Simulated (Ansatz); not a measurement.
# CH6ClO2ScSi: how energies converge with the basis set

Aim: see how fast density functionals converge with the basis set for CH6ClO2ScSi.

The runs use Ansatz 0.2.0, Gaussian basis; one geometry, several basis sets.

Levels to be run: PBE0-D4/def2-SVP; ωB97M-V/def2-SVP; PBE0-D4/def2-QZVPP; ωB97M-V/def2-QZVPP; the functionals' def2-TZVPP values are taken from earlier runs.

### Step 1. The relaxed structure

The geometry comes from an earlier relaxation with PBE0-D4 in a triple-zeta def2 set; it is a stationary point, not always the lowest conformer.

SMILES `C[O][Sc]([Cl])[O][SiH3]`, 12 atoms, charge 0, spin multiplicity 1.

Atoms are counted from 1 here; the program's logs count them from 0.

Bond lengths: C1–O2 1.390 Å, C1–H7 1.096 Å, C1–H8 1.095 Å, C1–H9 1.095 Å, O2–Sc3 1.837 Å, Sc3–Cl4 2.322 Å, Sc3–O5 1.880 Å, O5–Si6 1.632 Å, Si6–H10 1.488 Å, Si6–H11 1.489 Å, Si6–H12 1.489 Å. Angles: O2–C1–H7 111.0°, O2–C1–H8 110.5°, O2–C1–H9 110.5°, H7–C1–H8 108.4°, H7–C1–H9 108.4°, H8–C1–H9 108.0°, C1–O2–Sc3 175.5°, O2–Sc3–Cl4 120.7°, O2–Sc3–O5 118.2°, Cl4–Sc3–O5 121.0°, Sc3–O5–Si6 176.5°, O5–Si6–H10 110.6°, O5–Si6–H11 110.2°, O5–Si6–H12 110.2°, H10–Si6–H11 108.7°, H10–Si6–H12 108.6°, H11–Si6–H12 108.6°.

### Step 2. PBE0-D4 in def2-SVP

Input file in.yaml:

```yaml
crystal:
  periodic: [false, false, false]
  atoms:
    - {symbol: C, position_ang: [-2.286176, 1.561080, 0.707011]}
    - {symbol: O, position_ang: [-1.488885, 0.424447, 0.768309]}
    - {symbol: Sc, position_ang: [-0.346032, -1.013530, 0.754825]}
    - {symbol: Cl, position_ang: [-0.797833, -2.901190, 2.030005]}
    - {symbol: O, position_ang: [1.194843, -0.915671, -0.318312]}
    - {symbol: Si, position_ang: [2.503787, -0.739699, -1.276687]}
    - {symbol: H, position_ang: [-1.868971, 2.295139, 0.008875]}
    - {symbol: H, position_ang: [-3.297273, 1.303601, 0.373862]}
    - {symbol: H, position_ang: [-2.363982, 2.029319, 1.694089]}
    - {symbol: H, position_ang: [3.344624, -1.966433, -1.243101]}
    - {symbol: H, position_ang: [3.324953, 0.413751, -0.816590]}
    - {symbol: H, position_ang: [2.080934, -0.490824, -2.682286]}
basis:
  gaussian: {orbitals: def2-SVP}
hamiltonian: {xc: pbe0, dispersion: d4}
output: {orbitals: {seedname: orbitals}}
```

Command:

```sh
$ ansatz run in.yaml --threads 2 --pin off --events-out ev --progress --plain --max-ram 32768MiB --backend cpu
```

After this run come: ωB97M-V in def2-SVP; PBE0-D4 in def2-QZVPP; ωB97M-V in def2-QZVPP.

Before running them: what should the planned runs give, taken together? Wanted: PBE0-D4: double and triple zeta above quadruple; ωB97M-V: double and triple zeta above quadruple.

The runs gave:

```
                                       quantity           value
PBE0-D4: double and triple zeta above quadruple  17.34, 1.35 eV
ωB97M-V: double and triple zeta above quadruple  17.39, 1.26 eV
```

What this shows: For PBE0-D4 the step from double to triple zeta gains 15.99 eV and the next only 1.35 eV. Total energies overstate the basis error of differences, where much of it tends to cancel.
